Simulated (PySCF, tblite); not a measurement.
**C9H15B: geometry, infrared bands, NMR shifts and electronic excitations**

Aim: predict the infrared bands, NMR shifts and electronic excitations of C9H15B (`C1CC1B(C1CC1)C1CC1`).

The runs use tblite 0.8.0 and PySCF 2.14.0, with density-fitted response routines of our own; the level of theory stands in each step. All values are computed, except where a source is named. Atoms count from 0, in the outputs and in this text.

### 1 The molecule as given

25 atoms, charge 0, multiplicity 1; geometry from: force field or distance geometry start.

Bonds of the start (Å): C0–C1 1.52, C1–C2 1.46, C2–B3 1.57, B3–C4 1.56, C4–C5 1.52, C5–C6 1.50, B3–C7 1.59, C7–C8 1.52, C8–C9 1.53, C2–C0 1.50, C6–C4 1.46, C9–C7 1.47, C0–H10 1.10, C0–H11 1.11, C1–H12 1.08, C1–H13 1.12, C2–H14 1.12, C4–H15 1.12, C5–H16 1.13, C5–H17 1.11, C6–H18 1.11, C6–H19 1.09, C7–H20 1.13, C8–H21 1.10, C8–H22 1.10, C9–H23 1.11, C9–H24 1.09.

### 2 Geometry optimisation with GFN2-xTB

What the job is given:

```
{"job": {"kind": "relax", "xc": "GFN2-xTB", "basis": "xTB"}, "charge": 0, "multiplicity": 1}
C      2.175700    -0.659900    -0.893600
C      1.952700    -1.568700     0.298800
C      1.349000    -0.234600     0.289900
B     -0.185400     0.062400     0.161400
C     -1.281300    -0.815600    -0.523300
C     -2.327000    -1.318800     0.465800
C     -1.490700    -2.251600    -0.365400
C     -0.638400     1.580700     0.342600
C      0.029800     2.623800    -0.538400
C      0.222000     2.590400     0.975200
H      3.198100    -0.269400    -1.025100
H      1.578700    -0.882300    -1.797400
H      1.468300    -2.497900     0.035100
H      2.796300    -1.708000     1.023300
H      1.880700     0.519000     0.923500
H     -1.787800    -0.299700    -1.377500
H     -2.032100    -1.298200     1.552300
H     -3.400500    -1.166100     0.216300
H     -2.088500    -2.743200    -1.166800
H     -0.874500    -2.931500     0.228100
H     -1.741600     1.742900     0.503600
H      0.856000     2.295300    -1.189200
H     -0.602100     3.439400    -0.929800
H     -0.327200     3.390800     1.522100
H      1.258800     2.424900     1.277700
```

On the command line:

```
> OMP_NUM_THREADS=1 python probes_run.py task.json out
```

This one command runs all jobs of the session in turn.

**Question.** This job is followed by: GFN2-xTB harmonic vibrations, gas phase; PBE0-D3(BJ)/def2-SVP geometry optimisation, gas phase; GIAO PBE0/pcSseg-1 NMR shielding, non-relativistic, gas phase; TDDFT B3LYP/def2-SVPD, vertical, gas phase, core orbitals frozen in the response; GIAO CAM-B3LYP/pcSseg-1 NMR shielding, non-relativistic, gas phase. Predict these results of the whole session: strongest single infrared mode (GFN2-xTB); zero-point energy (GFN2-xTB); point group; rotational constants (main isotopes); 13C shifts against TMS (PBE0/pcSseg-1, means over atoms taken as alike); 1H shifts against TMS (PBE0/pcSseg-1, means over atoms taken as alike); 11B shifts against BF3·OEt2 (PBE0/pcSseg-1); surface potential, 1st and 99th percentile; lowest singlet (B3LYP/def2-SVPD); brightest single state of those computed; lowest triplet; vertical ionisation energy (ΔSCF); range of the shift of B3.

As calculated:

| quantity | value |
| --- | --- |
| strongest single infrared mode (GFN2-xTB) | 1011 cm⁻¹, 113 km/mol |
| zero-point energy (GFN2-xTB) | 136.6 kcal/mol |
| point group | C3h |
| rotational constants (main isotopes) | 1.27, 1.27, 0.74 GHz |
| 13C shifts against TMS (PBE0/pcSseg-1, means over atoms taken as alike) | 8.5, 4.4 ppm |
| 1H shifts against TMS (PBE0/pcSseg-1, means over atoms taken as alike) | 0.75, 0.74, -0.28 ppm |
| 11B shifts against BF3·OEt2 (PBE0/pcSseg-1) | 77.5 ppm |
| surface potential, 1st and 99th percentile | -0.52 V and 0.63 V |
| lowest singlet (B3LYP/def2-SVPD) | 6.14 eV (202 nm), f = 0.000 |
| brightest single state of those computed | state 4, 6.63 eV, f = 0.265 |
| lowest triplet | 5.76 eV |
| vertical ionisation energy (ΔSCF) | 9.51 eV |
| range of the shift of B3 | 77.5 to 81.0 ppm |

What this shows: Over 220 steps the energy fell by 0.965 eV; of the close pairs, C4–C6 changed most, 1.460 to 1.517 Å (GFN2-xTB). All 69 modes are real, so the xTB geometry is a minimum. GFN2-xTB is a fitted tight-binding method: band positions and strengths are rough. Its intensities can rank the bands wrongly. Relaxing lowered the energy by 0.062 eV in 3 steps; the close pair that moved most is C8–H21, from 1.079 to 1.094 Å (PBE0/def2-SVP). No frequency check was run at this level, so the end point may be a saddle. At PBE0/pcSseg-1: Shielding is most anisotropic at B3 (span 131 ppm, paramagnetic term -162 ppm). The lowest singlet, at 6.14 eV, is HOMO→LUMO 0.96 and is dark; of the 10 states computed, the strongest absorption comes from states 3 to 4 together at 6.63 eV. The lowest triplet lies 0.37 eV below the lowest singlet (triplets in Tamm-Dancoff, singlets in full TDDFT). The orbital energy would give 7.72 eV for ionisation, ΔSCF gives 9.51 eV. In ppm, B3 moves most: its shift spreads over 3.5 ppm, from 77.5 (PBE0/pcSseg-1) to 81.0 (CAM-B3LYP/pcSseg-1).
